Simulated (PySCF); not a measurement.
# Te2: the cost of one run

Computed with PySCF 2.14.0, with density-fitted response routines of our own, on a single molecule in the gas phase. Atoms are numbered from 0 throughout.

## 1. The molecule as given

2 atoms, charge -2, multiplicity 1; geometry from: GFN2-xTB.

Bonds of the start (Å): Te0–Te1 2.89.

## 2. Optimising the geometry at PBE0-D3(BJ)/def2-TZVP

The job: settings as JSON, then the geometry in Å.

```
{"job": {"xc": "PBE0", "basis": "def2-TZVP", "d3": "d3bj", "grid": 2, "kind": "geom"}, "charge": -2, "multiplicity": 1}
Te     0.000000     0.000000     0.000000
Te     0.000000     0.000000     2.893450
```

**Question.** How long does this first job take on 2 threads of Intel Xeon at 2.70GHz, shared host?

About 17 s.
